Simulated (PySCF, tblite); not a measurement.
# C6H14BNO: geometry, infrared bands and NMR shifts

What infrared bands and NMR shifts should C6H14BNO (`C#[N+][B@@H-](C)[C@H](C)COC`) show?

The runs use tblite 0.8.0 and PySCF 2.14.0, with density-fitted response routines of our own; the level of theory stands in each step. All values are computed, except where a source is named. Atoms are numbered from 0 throughout.

**1. The starting structure**

23 atoms, charge 0, multiplicity 1; geometry from: force field or distance geometry start.

Bonds of the start (Å): C0–N1 1.15, N1–B2 1.50, B2–C3 1.60, B2–C4 1.62, C4–C5 1.54, C4–C6 1.54, C6–O7 1.42, O7–C8 1.42, C0–H9 1.06, B2–H10 1.20, C3–H11 1.11, C3–H12 1.12, C3–H13 1.11, C4–H14 1.11, C5–H15 1.10, C5–H16 1.12, C5–H17 1.11, C6–H18 1.12, C6–H19 1.11, C8–H20 1.10, C8–H21 1.11, C8–H22 1.10.

**2. Optimising the geometry with GFN2-xTB**

The job: settings as JSON, then the geometry in Å.

```
{"job": {"kind": "relax", "xc": "GFN2-xTB", "basis": "xTB"}, "charge": 0, "multiplicity": 1}
C     -2.131800    -1.246100    -1.767400
N     -1.910900    -0.455700    -0.956900
B     -1.595900     0.545800     0.110300
C     -2.139300     0.027900     1.520900
C     -0.009500     0.886600     0.151200
C      0.396000     1.668800    -1.117000
C      0.859500    -0.371800     0.306800
O      2.216500     0.004000     0.489800
C      3.012200    -1.161400     0.601400
H     -2.358400    -1.960500    -2.511300
H     -2.205300     1.548100    -0.151800
H     -3.250700     0.072700     1.552800
H     -1.838900    -1.032800     1.703200
H     -1.731400     0.648800     2.347600
H      0.167400     1.556800     1.023200
H      0.257400     1.052800    -2.015200
H      1.469200     1.974200    -1.048800
H     -0.205100     2.591400    -1.210600
H      0.508800    -0.935600     1.210800
H      0.747900    -1.018400    -0.585400
H      4.058400    -0.841200     0.753300
H      2.708000    -1.765700     1.483300
H      2.971000    -1.761700    -0.315800
```

Launch:

```sh
$ OMP_NUM_THREADS=1 python probes_run.py task.json out
```

This one command runs all jobs of the session in turn.

**Question.** This job is followed by: GFN2-xTB harmonic vibrations, gas phase; GIAO PBE0/pcSseg-1 NMR shielding, non-relativistic, gas phase. What will the session give for the following? strongest single infrared mode (GFN2-xTB); zero-point energy (GFN2-xTB); ¹³C shifts against TMS (PBE0/pcSseg-1); ¹H shifts against TMS (PBE0/pcSseg-1, means over atoms taken as alike); ¹⁵N shifts against NH3 (PBE0/pcSseg-1); ¹¹B shifts against BF3·OEt2 (PBE0/pcSseg-1); ¹⁷O shifts against H2O (PBE0/pcSseg-1); surface potential, 1st and 99th percentile.

As calculated:

| quantity | value |
| --- | --- |
| strongest single infrared mode (GFN2-xTB) | 2224 cm⁻¹, 293 km/mol |
| zero-point energy (GFN2-xTB) | 120.7 kcal/mol |
| ¹³C shifts against TMS (PBE0/pcSseg-1) | 110.0, 80.7, 61.2, 32.6, 19.1, 8.1 ppm |
| ¹H shifts against TMS (PBE0/pcSseg-1, means over atoms taken as alike) | 4.10, 3.65, 3.51, 2.74, 2.05, 1.23, 1.07, 0.08 ppm |
| ¹⁵N shifts against NH3 (PBE0/pcSseg-1) | 247.6 ppm |
| ¹¹B shifts against BF3·OEt2 (PBE0/pcSseg-1) | -31.5 ppm |
| ¹⁷O shifts against H2O (PBE0/pcSseg-1) | 25.4 ppm |
| surface potential, 1st and 99th percentile | -1.75 V and 3.03 V |

**Reading.** Over 80 steps the energy fell by 0.254 eV; of the close pairs, N1–B2 changed most, 1.497 to 1.448 Å. No mode is imaginary among the 63: a minimum at this level. The strongest single mode, at 2224 cm⁻¹, moves mainly N1 and C0. Unscaled tight-binding wavenumbers are off by several per cent, some by more. Its intensities can rank the bands wrongly. At PBE0/pcSseg-1: The largest span, 515 ppm, is at N1, where the paramagnetic term is -307 ppm. At PBE0/pcSseg-1, counted by nearest atom on the grid, the HOMO lies on O7 57 %; 4 H atoms about 7 % each, the LUMO on C0 38 %; N1 33 %.
